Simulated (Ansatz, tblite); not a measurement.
**TaS(OH)3 (H3O3STa): spin-state energies by level**

Aim: set other spin states of TaS(OH)3 (H3O3STa) against its singlet, on many levels of theory.

Program: Ansatz 0.2.0, Gaussian basis. Level of theory: as each input shows. These are calculated values, not measurements.

Plan: triplet, at the geometry of the singlet (GFN1-xTB, GFN2-xTB, PBE0-D4/def2-TZVP, PBE-D4/def2-TZVP, r2SCAN-D4/def2-TZVP); the singlet's energies come from earlier runs.

## (1) The structure

The geometry is that of the singlet, from an earlier relaxation (PBE-D4/def2-SVP).

8 atoms, charge 0, spin multiplicity 1.

Bond lengths: Ta1–S2 2.190 Å, Ta1–O3 1.911 Å, Ta1–O5 1.911 Å, Ta1–O7 1.911 Å, O3–H4 0.972 Å, O5–H6 0.972 Å, O7–H8 0.972 Å. Angles: S2–Ta1–O3 109.6°, S2–Ta1–O5 109.6°, S2–Ta1–O7 109.6°, O3–Ta1–O5 109.3°, O3–Ta1–O7 109.3°, O5–Ta1–O7 109.3°, Ta1–O3–H4 132.4°, Ta1–O5–H6 132.5°, Ta1–O7–H8 132.4°.

Formally the metal is d0. Ta takes a core potential in the def2 sets. No spin-orbit coupling is included.

## (2) Triplet at the fixed geometry, GFN1-xTB

Tight binding, by tblite at 300 K electronic temperature and without a spin-polarisation term:

```python
tblite.interface.Calculator('GFN1-xTB', numbers, positions, charge=0, uhf=2).singlepoint()
```

Energy -581.2734 eV; 0.005 s.

## (3) Triplet at the fixed geometry, GFN2-xTB

Tight binding, by tblite at 300 K electronic temperature and without a spin-polarisation term:

```python
tblite.interface.Calculator('GFN2-xTB', numbers, positions, charge=0, uhf=2).singlepoint()
```

Energy -512.9926 eV; 0.004 s.

## (4) Triplet at the fixed geometry, PBE0-D4/def2-TZVP

File in.yaml:

```yaml
crystal:
  periodic: [false, false, false]
  atoms:
    - {symbol: Ta, position_ang: [0.000209, 0.000005, 0.037061]}
    - {symbol: S, position_ang: [0.009502, -0.009188, 2.226569]}
    - {symbol: O, position_ang: [1.770088, 0.316038, -0.611118]}
    - {symbol: H, position_ang: [2.617688, 0.463261, -0.158752]}
    - {symbol: O, position_ang: [-1.160382, 1.380833, -0.594438]}
    - {symbol: H, position_ang: [-1.711262, 2.036433, -0.134608]}
    - {symbol: O, position_ang: [-0.617307, -1.689252, -0.609088]}
    - {symbol: H, position_ang: [-0.908526, -2.498129, -0.155616]}
basis:
  gaussian: {orbitals: def2-TZVP}
magnetization: {spin_polarized: true, initial_magnetization: 2}
hamiltonian: {xc: pbe0, dispersion: d4}
scf: {omitted_lower_state_checks: [starts]}
output: {orbitals: {seedname: orbitals}}
```

On the command line:

```console
> ansatz run in.yaml --threads 4 --pin off --events-out ev --progress --plain --max-ram 3916MiB
```

Log:

```text
Functional definition: PBE0
  name "PBE0"
  cite "Adamo & Barone, J. Chem. Phys. 110, 6158 (1999) doi:10.1063/1.478522"
  cite "Perdew, Burke & Ernzerhof, Phys. Rev. Lett. 77, 3865 (1996) doi:10.1103/PhysRevLett.77.3865"
  parent pbe
  parameter a = 0.25
  parameter kappa = 0.804
  parameter beta = 0.06672455060314922
  exchange = (1 - a)*pbe_x(kappa = kappa, mu = beta*pi^2/3) + a*exact_x
  correlation = pbe_c(beta = beta)
these checks for a lower state are left out or cut short: starts
1264 factors; their error is unknown
mean field evaluation 1: about -18557.6215 eV, gradient 6.6e1 eV
mean field evaluation 2: about -18488.8509 eV, gradient 1.4e2 eV
mean field evaluation 4: about -18571.6823 eV, gradient 5.0e0 eV
mean field evaluation 8: about -18571.8433 eV, gradient 5.6e-1 eV
mean field evaluation 16: about -18572.1198 eV, gradient 3.4e-1 eV
mean field -18572.12123691 eV, -682.5128668205 hartree, gradient 9.8e-6 eV, S^2 2.007403; 0 other end points of the search recorded, 0 dependent functions left out
reference -18572.12126700 eV, -682.5128679264 hartree; 29, 27 occupied and 159, 161 virtual orbitals, 1264 factors
Total energy: -18572.28603130 eV, -682.5189229028 hartree
Checks for a lower state left out: starts
```

It took 15 s on 4 threads of Arm Neoverse V2, shared host; peak memory 0.86 GiB.

From the report: HOMO -3.60 eV, LUMO -5.15 eV (over both spins; with the spin held, an empty level of the minority spin lies below the top filled one); ⟨S²⟩ 2.007 (pure: 2.00).

## (5) Triplet at the fixed geometry, PBE-D4/def2-TZVP

start.molden holds the orbitals of an earlier run on this state, given as this run's starting guess.

in.yaml: that of step 4 with these lines changed.

```diff
@@ -12,5 +12,5 @@
 basis:
-  gaussian: {orbitals: def2-TZVP}
+  gaussian: {orbitals: def2-TZVP, initial_orbitals: start.molden}
 magnetization: {spin_polarized: true, initial_magnetization: 2}
-hamiltonian: {xc: pbe0, dispersion: d4}
+hamiltonian: {xc: pbe, dispersion: d4}
 scf: {omitted_lower_state_checks: [starts]}
```

The command is unchanged.

Log:

```text
Functional definition: PBE
  name "PBE"
  cite "Perdew, Burke & Ernzerhof, Phys. Rev. Lett. 77, 3865 (1996) doi:10.1103/PhysRevLett.77.3865"
  parent pbe
  parameter kappa = 0.804
  parameter beta = 0.06672455060314922
  exchange = pbe_x(kappa = kappa, mu = beta*pi^2/3)
  correlation = pbe_c(beta = beta)
these checks for a lower state are left out or cut short: starts
1183 factors; their error is unknown
mean field evaluation 1: about -18572.5052 eV, gradient 8.5e0 eV
mean field evaluation 2: about -18572.6876 eV, gradient 2.4e-1 eV
mean field evaluation 4: about -18572.6732 eV, gradient 1.7e-2 eV
mean field evaluation 8: about -18572.6732 eV, gradient 6.6e-5 eV
mean field -18572.67321560 eV, -682.5331516634 hartree, gradient 4.0e-6 eV, S^2 2.005514; 0 other end points of the search recorded, 0 dependent functions left out
reference -18572.67325612 eV, -682.5331531523 hartree; 29, 27 occupied and 159, 161 virtual orbitals, 1183 factors
Total energy: -18572.86431172 eV, -682.5401743162 hartree
Checks for a lower state left out: starts
```

It took 8 s on 4 threads of Arm Neoverse V2, shared host.

Report: HOMO -2.27 eV, LUMO -6.25 eV (over both spins; with the spin held, an empty level of the minority spin lies below the top filled one); ⟨S²⟩ 2.006 (pure: 2.00).

## (6) Triplet at the fixed geometry, r2SCAN-D4/def2-TZVP

in.yaml: that of step 5 with these lines changed.

```diff
@@ -14,3 +14,3 @@
 magnetization: {spin_polarized: true, initial_magnetization: 2}
-hamiltonian: {xc: pbe, dispersion: d4}
+hamiltonian: {xc: r2scan, dispersion: d4}
 scf: {omitted_lower_state_checks: [starts]}
```

Same command.

Log, shortened:

```text
Functional definition: r2SCAN
  name "r2SCAN"
  cite "Furness, Kaplan, Ning, Perdew & Sun, J. Phys. Chem. Lett. 11, 8208 (2020) doi:10.1021/acs.jpclett.0c02405"
  cite "Furness, Kaplan, Ning, Perdew & Sun, J. Phys. Chem. Lett. 11, 9248 (2020) doi:10.1021/acs.jpclett.0c03077"
  parent r2scan
[...]
1183 factors; their error is unknown
[...]
mean field -18580.03167930 eV, -682.8035702166 hartree, gradient 5.0e-6 eV, S^2 2.010579; 0 other end points of the search recorded, 0 dependent functions left out
reference -18580.03169353 eV, -682.8035707396 hartree; 29, 27 occupied and 159, 161 virtual orbitals, 1183 factors
Total energy: -18580.07727891 eV, -682.8052459714 hartree
Checks for a lower state left out: starts
```

Wall time 31 s (4 threads of Arm Neoverse V2, shared host); peak memory 0.55 GiB.

Report: HOMO -2.58 eV, LUMO -5.92 eV (over both spins; with the spin held, an empty level of the minority spin lies below the top filled one); ⟨S²⟩ 2.011 (pure: 2.00).

## (7) Triplet less singlet, vertical

The singlet's energies are those of its earlier runs, whose logs aren't repeated here.

| level | triplet less singlet, vertical (eV) | time |
| --- | --- | --- |
| GFN1-xTB | +3.924 | 0.01 s |
| GFN2-xTB | +3.517 | 0.008 s |
| PBE-D4/def2-TZVP | +4.184 | 9.8 s |
| r2SCAN-D4/def2-TZVP | +4.119 | 35 s |
| PBE0-D4/def2-TZVP | +3.955 | 17 s |

Times add the two runs; a level without a time comes out of a correlated run. Tight binding without a spin term can't rank spin states.

## (8) What came out

| quantity | value |
| --- | --- |
| triplet less singlet, vertical, functionals in def2-TZVP | +3.955 (PBE0-D4) to +4.184 eV (PBE-D4) |

What this shows: All functionals put the triplet above the singlet, over a spread of 0.230 eV. The checks for a lower triplet were left out, so another state of that spin may lie lower. The singlet here is a closed shell; an open-shell singlet can lie lower. These are electronic energies, without zero-point motion, entropy or surroundings. Spin-orbit coupling is left out too; for so heavy a metal it can shift spin gaps by tenths of an eV.
